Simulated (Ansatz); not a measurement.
# NiSi (Pnma): equation of state

How stiff is NiSi (Pnma)? Energies and pressures are computed at volumes on both sides of the relaxed cell and fitted.

Computed with Ansatz 0.2.0 (DFT PBE, scalar-relativistic, plane waves, PAW, unless a step's input says otherwise).

Spin polarisation is switched off on purpose; where the compound carries moments, volume, stiffness and gap are then not the real material's.

**1. The system as given**

It takes space group Pnma (No. 62, orthorhombic). Conventional cell: a = 5.151 Å, b = 3.378 Å, c = 5.619 Å, α = 90.00°, β = 90.00°, γ = 90.00°. Around Si (site symmetry m) lie 6 Ni at 2.29 to 2.41 Å. Ni (site symmetry m) is surrounded by 6 Si at 2.29 to 2.41 Å.

As a file:

```xyz
8
Lattice="5.1513 0.0000 0.0000 0.0000 3.3778 0.0000 0.0000 0.0000 5.6187" Properties=species:S:1:pos:R:3 pbc="T T T"
Si    1.6554    2.5333    0.4729
Si    0.9202    0.8444    3.2823
Si    4.2310    2.5333    2.3364
Si    3.4959    0.8444    5.1458
Ni    0.0428    0.8444    1.0589
Ni    2.5329    2.5333    3.8682
Ni    2.6184    0.8444    1.7505
Ni    5.1085    2.5333    4.5599
```

An earlier run at PBE left this cell at 12.221 Å³/atom and -0.01 GPa (8×10×6 mesh).

Volume factors to run: 0.980, 1.020, 0.960, 1.040.

**2. Scaling the volume by 0.980**

Input file input.yaml:

```yaml
crystal:
  lattice:
    - [5.1166902374, 0.0, 0.0]
    - [0.0, 3.3550865959, 0.0]
    - [0.0, 0.0, 5.5810157632]
  atoms:
    - { symbol: Si, position: [0.3213548306, 0.75, 0.0841685872] }
    - { symbol: Si, position: [0.1786451694, 0.25, 0.5841685872] }
    - { symbol: Si, position: [0.8213548306, 0.75, 0.4158314128] }
    - { symbol: Si, position: [0.6786451694, 0.25, 0.9158314128] }
    - { symbol: Ni, position: [0.008305021, 0.25, 0.1884531108] }
    - { symbol: Ni, position: [0.491694979, 0.75, 0.6884531108] }
    - { symbol: Ni, position: [0.508305021, 0.25, 0.3115468892] }
    - { symbol: Ni, position: [0.991694979, 0.75, 0.8115468892] }
basis:
  ecutwfc: 420
  ecutrho_ratio: 4
kpoints:
  mp_grid: { grid: [8, 10, 6] }
hamiltonian:
  xc: pbe
scf:
  occupations: { method: gaussian, width: 0.05 }
output:
  forces: true
  stress: true
  eigenvalues: true
relax:
  f_tol: 0.01
  max_steps: 40
  cell: { stress_tol: 0.1, fix: [volume] }
```

Launch:

```
> ansatz run input.yaml --threads 2 --pin off --max-ram 5120MiB --backend cpu --events-out ev --progress --plain --runs-dir out
```

Further steps of the session: At 1.020 of the relaxed volume; Scaling the volume by 0.960; Scaling the volume by 1.040.

Q: Predict the outcome of this session. Wanted: V0; B0; B0′; scatter of the fit.

As calculated:

| quantity | value |
| --- | --- |
| V0 | 12.219 Å³/atom |
| B0 | 166 GPa |
| B0′ | 4.7 |
| scatter of the fit | 0.000 meV/atom |

The fitted minimum lies at 12.22 Å³/atom, and the bulk modulus is 166 GPa. One per cent of compression takes about 1.7 GPa. These are values at 0 K without zero-point motion. Spin polarisation wasn't allowed in this run.
